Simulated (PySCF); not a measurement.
# C₄H₁₀ClPSi₂: circular dichroism and optical rotation

Wanted: circular dichroism and optical rotation for C₄H₁₀ClPSi₂ (`CCC#C[Si@@H](Cl)P[SiH3]`).

Computed with PySCF 2.14.0 and routines of our own; the level stands in each step. Atoms count from 0.

## 1. The starting structure

18 atoms, charge 0, multiplicity 1; geometry from: GFN2-xTB.

## 2. Geometry optimisation at PBE0-D3(BJ)/def2-SVP

Job settings and geometry (Å):

```
{"job": {"xc": "PBE0", "basis": "def2-SVP", "d3": "d3bj", "grid": 1, "kind": "geom"}, "charge": 0, "multiplicity": 1}
C     -2.675691     1.267156     0.795844
C     -2.645289    -0.257658     0.912577
C     -1.363560    -0.792327     0.506509
C     -0.285359    -1.219380     0.175519
Si     1.338697    -1.854916    -0.418159
Cl     1.089760    -3.656422    -1.304011
P      2.080307    -0.410648    -1.968640
Si     2.706884     1.286454    -0.668378
H     -3.646185     1.644564     1.109976
H     -1.907951     1.712754     1.424392
H     -2.498122     1.572475    -0.232725
H     -3.421697    -0.695229     0.278243
H     -2.840574    -0.558410     1.946075
H      2.230178    -2.045833     0.730642
H      3.335258    -0.980936    -2.074963
H      1.488988     1.908191    -0.154688
H      3.450465     2.209758    -1.524618
H      3.555131     0.876723     0.454748
```

Command:

```sh
$ OMP_NUM_THREADS=1 python excited_run.py task.json out
```

One launch serves the whole session: the jobs run in the order shown.

Output:

```text
step   0  E = -1537.74484396  max force = 0.034890
step   1  E = -1537.74939758  max force = 0.010464
step   2  E = -1537.74996788  max force = 0.005060
step   3  E = -1537.75020635  max force = 0.001333
step   4  E = -1537.75031005  max force = 0.002340
step   5  E = -1537.75065248  max force = 0.007581
step   6  E = -1537.75082790  max force = 0.005603
step   7  E = -1537.75100625  max force = 0.002715
step   8  E = -1537.75104181  max force = 0.001528
step   9  E = -1537.75107655  max force = 0.000641
step  10  E = -1537.75108809  max force = 0.000400
optimisation converged
```

Run time: 2.4 min. Hardware: 1 thread of Arm Neoverse V2, shared host; peak memory 0.83 GiB.

The steps of the relaxation:

| step | energy from step 0 (eV) | largest force component (eV/Å) |
| --- | --- | --- |
| 0 | 0.0000 | 1.7941 |
| 1 | -0.1239 | 0.5381 |
| 2 | -0.1394 | 0.2602 |
| 3 | -0.1459 | 0.0685 |
| 4 | -0.1487 | 0.1203 |
| 5 | -0.1581 | 0.3898 |
| 6 | -0.1628 | 0.2881 |
| 7 | -0.1677 | 0.1396 |
| 8 | -0.1687 | 0.0786 |
| 9 | -0.1696 | 0.0330 |
| 10 | -0.1699 | 0.0206 |

Close pairs (by a distance rule), those that changed most:

| bond | before (Å) | after (Å) | change (Å) |
| --- | --- | --- | --- |
| Si4–Cl5 | 2.023 | 2.072 | +0.049 |
| P6–H14 | 1.383 | 1.430 | +0.048 |
| P6–Si7 | 2.228 | 2.268 | +0.040 |
| Si7–H16 | 1.462 | 1.494 | +0.031 |
| Si7–H17 | 1.466 | 1.496 | +0.030 |
| Si7–H15 | 1.461 | 1.491 | +0.030 |
| C3–Si4 | 1.842 | 1.815 | -0.027 |
| Si4–H13 | 1.467 | 1.488 | +0.022 |

The final coordinates are the input of the step that follows.

| at the end point | value |
| --- | --- |
| point group (found at 0.08 Å tolerance) | C1 |
| rotational constants (GHz, main isotopes) | 0.993, 0.640, 0.416 |
| dipole moment (D) | 3.10 |

## 3. Circular dichroism and optical rotation: TDDFT CAM-B3LYP/def2-SVPD

Job settings and geometry (Å):

```
{"job": {"kind": "ecd", "xc": "CAM-B3LYP", "basis": "def2-SVPD", "nstates": 8}, "charge": 0, "multiplicity": 1}
C     -2.402054    -1.920804    -1.519564
C     -2.440943    -3.443416    -1.393107
C     -1.242934    -4.088191    -1.905216
C     -0.230505    -4.605716    -2.348248
Si     1.330524    -5.237390    -3.025292
Cl     1.013632    -7.026494    -4.020585
P      2.063265    -3.701481    -4.495295
Si     2.046165    -2.019722    -2.973302
H     -3.326787    -1.479767    -1.120363
H     -1.551191    -1.500929    -0.963824
H     -2.300325    -1.616672    -2.571365
H     -3.312281    -3.849138    -1.935505
H     -2.577361    -3.737720    -0.338316
H      2.299914    -5.512855    -1.930109
H      3.442590    -4.023399    -4.295952
H      0.692260    -1.395885    -2.992486
H      3.064743    -1.015330    -3.403323
H      2.361384    -2.466770    -1.580510
```

Level: TDDFT CAM-B3LYP/def2-SVPD circular dichroism and optical rotation, one conformer, gas phase.

Output:

```text
coarse grid: 17040 points
cycle   1  E = -1538.1482991063  dE =  5.593e-01  |g| = 4.158e-01  |ddm| = 8.511e+00
cycle   2  E = -1538.1715952028  dE = -2.330e-02  |g| = 3.395e-01  |ddm| = 2.165e+00
cycle   3  E = -1538.2025375177  dE = -3.094e-02  |g| = 6.294e-02  |ddm| = 8.221e-01
cycle   4  E = -1538.2029253928  dE = -3.879e-04  |g| = 5.308e-02  |ddm| = 1.774e-01
cycle   5  E = -1538.2036463801  dE = -7.210e-04  |g| = 5.405e-03  |ddm| = 1.025e-01
cycle   6  E = -1538.2036563214  dE = -9.941e-06  |g| = 1.579e-03  |ddm| = 2.048e-02
final grid: 146080 points
cycle   7  E = -1538.3958591888  dE = -2.316e-05  |g| = 2.441e-03  |ddm| = 1.310e-01
cycle   8  E = -1538.3958591331  dE =  5.568e-08  |g| = 2.559e-03  |ddm| = 1.230e-02
cycle   9  E = -1538.3958607599  dE = -1.627e-06  |g| = 7.244e-04  |ddm| = 4.452e-03
cycle  10  E = -1538.3958608838  dE = -1.240e-07  |g| = 1.528e-04  |ddm| = 1.332e-03
cycle  11  E = -1538.3958608902  dE = -6.367e-09  |g| = 2.730e-05  |ddm| = 4.265e-04
cycle  12  E = -1538.3958608905  dE = -2.447e-10  |g| = 7.372e-06  |ddm| = 7.629e-05
converged SCF energy = -1538.3958608905

Singlet excitations and rotatory strengths (1e-40 esu^2 cm^2)
state   eV       nm     f(len)   f(vel)    R(len)    R(vel)   main configurations
  1   5.5613   222.9  0.00195  0.00203    -5.703    -5.658   H->L 0.40, H-1->L 0.31, H-3->L 0.09
  2   5.8860   210.6  0.00424  0.00461    -4.102    -4.010   H-2->L 0.22, H-1->L 0.18, H->L+1 0.18
  3   5.9706   207.7  0.00292  0.00304     0.109     0.034   H-2->L+1 0.29, H->L+1 0.18, H-1->L+1 0.15
  4   6.2039   199.8  0.00101  0.00096    -4.167    -3.951   H->L+3 0.18, H->L+2 0.15, H->L+1 0.11
  5   6.4524   192.2  0.01133  0.01210   -49.008   -50.693   H->L 0.24, H->L+1 0.18, H-2->L 0.15
  6   6.5155   190.3  0.06016  0.06288    70.576    71.801   H->L+3 0.40, H->L+1 0.23
  7   6.6869   185.4  0.09859  0.10279   -24.074   -25.160   H->L+2 0.41, H->L+4 0.24, H->L+3 0.09
  8   7.0180   176.7  0.07032  0.07080    44.398    46.105   H-3->L 0.60, H-1->L 0.19

Specific rotation (deg / (dm g/mL))
    nm     length   length(OI)   velocity    alpha(len)  alpha(vel)
  633.0     145.03     147.38     140.50      149.343    151.943
  589.3     170.75     173.51     165.42      150.114    152.732
  546.0     203.97     207.25     197.61      151.084    153.724
  436.0     354.37     359.94     343.28      155.167    157.902
  405.0     429.84     436.52     416.35      157.064    159.843
  365.0     571.76     580.49     553.68      160.422    163.280
  355.0     618.84     628.24     599.22      161.487    164.371
```

Run time: 3.6 min. Hardware: 1 thread of Arm Neoverse V2, shared host; peak memory 1.3 GiB.

Orbitals, density, ELF and potential are computed afterwards from the orbital file.

Frontier orbitals at CAM-B3LYP/def2-SVPD, with the share of their density that lies nearest to each atom:

| orbital | energy (eV) | lies on |
| --- | --- | --- |
| HOMO | -8.70 | P6 52 %; Si4 7 %; C2, C3 about 7 % each |
| LUMO | 0.32 | C2 19 %; Si4 18 %; C3 15 % |

ELF in a plane through or near 8 of the atoms.

Values, 10 rows by 14 columns:
```
0.00 0.00 0.00 0.00 0.00 0.00 0.00 0.00 0.00 0.00 0.00 0.00 0.00 0.00
0.00 0.00 0.00 0.29 0.63 0.56 0.08 0.00 0.00 0.00 0.00 0.00 0.00 0.00
0.00 0.00 0.04 0.72 0.75 0.82 0.12 0.02 0.01 0.00 0.00 0.00 0.00 0.00
0.00 0.00 0.00 0.11 0.57 0.14 0.69 0.72 0.59 0.13 0.65 0.07 0.00 0.00
0.00 0.00 0.34 0.21 0.85 0.20 0.82 0.85 0.31 0.10 0.68 0.03 0.00 0.00
0.00 0.11 0.99 0.98 0.58 0.45 0.03 0.16 0.04 0.64 0.54 0.96 0.20 0.00
0.00 0.00 0.03 0.06 0.41 0.73 0.97 0.95 0.04 0.61 0.40 0.96 0.09 0.00
0.00 0.00 0.00 0.84 1.00 0.66 0.87 0.96 0.00 0.02 0.01 0.00 0.00 0.00
0.00 0.00 0.00 0.40 0.98 0.35 0.01 0.00 0.00 0.00 0.00 0.00 0.00 0.00
0.00 0.00 0.00 0.00 0.00 0.00 0.00 0.00 0.00 0.00 0.00 0.00 0.00 0.00
```
The map spans 13.3 Å across and 11.9 Å up, centred on the molecule. Atoms in the plane (x, y in Å): C0 (2.7, -0.7), C1 (2.5, 0.8), C2 (1.0, 1.1), C3 (-0.2, 1.3), Si4 (-2.0, 1.5), Si7 (-1.8, -1.7), H8 (3.8, -0.9), H16 (-2.6, -3.0).

On the surface of density 0.002 e/bohr³ the electrostatic potential runs, from the 1st to the 99th percentile, from -0.70 V near Cl5 to 1.03 V near H12.

## 4. Summary of results

```
                                                                                      quantity                                                          value
                                                                                   point group                                                             C1
                                                          rotational constants (main isotopes)                                           0.99, 0.64, 0.42 GHz
state of largest rotatory strength (velocity form) among 8 (step 3, TDDFT CAM-B3LYP/def2-SVPD)  6.52 eV, R = +71.8 (velocity), +70.6 (length) ·10⁻⁴⁰ esu² cm²
                             specific rotation at 633.0 nm (step 3, TDDFT CAM-B3LYP/def2-SVPD)                               140.5 (velocity), 145.0 (length)
                    potential on the surface of density 0.002 e/bohr³, 1st and 99th percentile                                             -0.70 V and 1.03 V
```

What this shows: The optimisation took 10 steps and gained 0.170 eV; among the close pairs (by a distance rule), Si4–Cl5 changed most, from 2.023 to 2.072 Å. Rotations belong to one conformer.
